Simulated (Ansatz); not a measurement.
# PBE0/6-31G(d) (spherical functions) run of [SiH3O4]− (SMILES [O-][Si](O)(O)O)

What is the vertical singlet–triplet gap of [SiH3O4]− at PBE0/6-31G* (spherical functions)? 

The results are computed with Ansatz 0.2.0.

13 further runs of the same task are left out: 10 that didn't finish, 3 set aside as unsound or not needed. Runs told in other sessions of the task aren't counted.

### 1 Starting point

The species is [SiH3O4]− (8 atoms), meant as a singlet with charge -1. As SMILES, `[O-][Si](O)(O)O`. Geometry: relaxed at PBE0-D4/def2-TZVPD. This is one conformer, not always the lowest.

Bond lengths: O1–Si2 1.558 Å, Si2–O3 1.684 Å, Si2–O4 1.684 Å, Si2–O5 1.684 Å, O3–H6 0.959 Å, O4–H7 0.959 Å, O5–H8 0.959 Å. Angles: O1–Si2–O3 115.2°, O1–Si2–O4 115.2°, O1–Si2–O5 115.2°, O3–Si2–O4 103.2°, O3–Si2–O5 103.2°, O4–Si2–O5 103.2°, Si2–O3–H6 107.0°, Si2–O4–H7 107.0°, Si2–O5–H8 107.0°.

### 2 A single-point energy at PBE0/6-31G(d) (spherical functions)

File run.yaml:

```yaml
basis:
  gaussian: {orbitals: 6-31G_st_-spherical.json}
crystal:
  periodic: [false, false, false]
  atoms:
    - {symbol: O, position_ang: [-1.413500, 0.197800, 0.825000]}
    - {symbol: Si, position_ang: [-0.078000, 0.010900, 0.045600]}
    - {symbol: O, position_ang: [1.319300, 0.127500, 0.978800]}
    - {symbol: O, position_ang: [0.191900, 1.122100, -1.191000]}
    - {symbol: O, position_ang: [0.099000, -1.475100, -0.727300]}
    - {symbol: H, position_ang: [1.074100, 0.563800, 1.796600]}
    - {symbol: H, position_ang: [-0.653700, 1.525800, -1.393900]}
    - {symbol: H, position_ang: [-0.539100, -2.072800, -0.333900]}
total_charge: -1
hamiltonian: {xc: {name: PBE0}}
accuracy: high
output: {orbitals: {seedname: orbitals}}
```

The basis set 6-31G* is read from a file made from the Basis Set Exchange's data (not shown).

Run with:

```sh
ansatz run run.yaml --threads 1 --pin off --max-ram 2610MiB --events-out events.jsonl --progress --plain --runs-dir runs
```

What it wrote:

```text
Warning: RAYON_NUM_THREADS=1 ignored (pool sized by the plan → 1); use --threads N
Functional definition: PBE0
  name "PBE0"
  parameter a = 0.25
  parameter kappa = 0.804
  parameter beta = 0.06672455060314922
  exchange = (1 - a)*pbe_x(kappa = kappa, mu = beta*pi^2/3) + a*exact_x
  correlation = pbe_c(beta = beta)
1756 factors; integrals over basis functions are off by at most 3.6e-9 eV
mean field evaluation 1: about -16100.4463 eV, gradient 6.0e1 eV
mean field evaluation 2: about -16090.8569 eV, gradient 9.3e1 eV
mean field evaluation 4: about -16106.6928 eV, gradient 2.3e0 eV
mean field evaluation 8: about -16106.9752 eV, gradient 2.7e-1 eV
mean field evaluation 16: about -16106.9753 eV, gradient 1.2e-5 eV
mean field -16106.97532313 eV, -591.9204254252 hartree, gradient 4.1e-8 eV, S^2 0.000000; 0 other end points of the search recorded, 0 dependent functions left out
reference -16106.97532574 eV, -591.9204255208 hartree; 25, 25 occupied and 55, 55 virtual orbitals, 1756 factors
Total energy: -16106.97532574 eV, -591.9204255208 hartree
```

Wall time 6.9 s (1 thread of Arm Neoverse V2, shared host); peak memory 0.26 GiB.

### 3 The triplet, same level

File job.yaml:

```yaml
crystal:
  periodic: [false, false, false]
  atoms:
    - {symbol: O, position_ang: [-1.413500, 0.197800, 0.825000]}
    - {symbol: Si, position_ang: [-0.078000, 0.010900, 0.045600]}
    - {symbol: O, position_ang: [1.319300, 0.127500, 0.978800]}
    - {symbol: O, position_ang: [0.191900, 1.122100, -1.191000]}
    - {symbol: O, position_ang: [0.099000, -1.475100, -0.727300]}
    - {symbol: H, position_ang: [1.074100, 0.563800, 1.796600]}
    - {symbol: H, position_ang: [-0.653700, 1.525800, -1.393900]}
    - {symbol: H, position_ang: [-0.539100, -2.072800, -0.333900]}
basis:
  gaussian:
    orbitals: 6-31G_st_-spherical.json
total_charge: -1
magnetization:
  spin_polarized: true
  initial_magnetization: 2
hamiltonian:
  xc: pbe0
accuracy: high
output: {orbitals: {seedname: orbitals}}
```

The basis set 6-31G* is read from a file made from the Basis Set Exchange's data (not shown).

Run with:

```sh
ansatz run job.yaml --threads 1 --pin off --max-ram 2610MiB --events-out events.jsonl --progress --plain --runs-dir runs
```

What it wrote, shortened:

```text
Warning: RAYON_NUM_THREADS=1 ignored (pool sized by the plan → 1); use --threads N
[... 7 set-up lines as earlier in the session ...]
1756 factors; integrals over basis functions are off by at most 3.6e-9 eV
mean field evaluation 1: about -16094.1467 eV, gradient 3.6e1 eV
mean field evaluation 2: about -16063.4190 eV, gradient 8.8e1 eV
mean field evaluation 4: about -16096.9540 eV, gradient 2.8e1 eV
mean field evaluation 8: about -16100.6723 eV, gradient 3.8e-1 eV
mean field evaluation 16: about -16100.7087 eV, gradient 6.5e-3 eV
mean field evaluation 32: about -16100.7090 eV, gradient 1.6e-3 eV
mean field evaluation 64: about -16100.7090 eV, gradient 3.7e-3 eV
mean field -16100.70901226 eV, -591.6901427481 hartree, gradient 2.8e-8 eV, S^2 2.003782; 6 other end points of the search recorded, 0 dependent functions left out
reference -16100.70901501 eV, -591.6901428492 hartree; 26, 24 occupied and 54, 56 virtual orbitals, 1756 factors
Total energy: -16100.70901501 eV, -591.6901428492 hartree
```

Run time: 2.8 min. Hardware: 1 thread of Arm Neoverse V2, shared host; peak memory 0.41 GiB.

### 4 What came out

Level: PBE0/6-31G* (spherical functions).

| quantity | value |
| --- | --- |
| singlet: total energy | -591.92043 Eh |
| singlet: HOMO energy | -1.04 eV |
| singlet: LUMO energy | 6.69 eV |
| singlet: HOMO–LUMO gap (to an unbound level, set by the basis) | 7.73 eV |
| triplet: total energy | -591.69014 Eh |
| triplet: HOMO energy (highest over α and β) | 4.42 eV |
| triplet: ⟨S²⟩ | 2.004 |
| vertical energy of the triplet above the singlet | 6.266 eV |

What this shows: At this shape the triplet lies 6.27 eV (605 kJ/mol) above the singlet. For an anion a state so high probably lies above electron detachment. The HOMO (triplet) lies at positive energy, 4.42 eV, from the functional's self-interaction, a short basis or an electron that isn't bound; only total energies against the neutral tell.
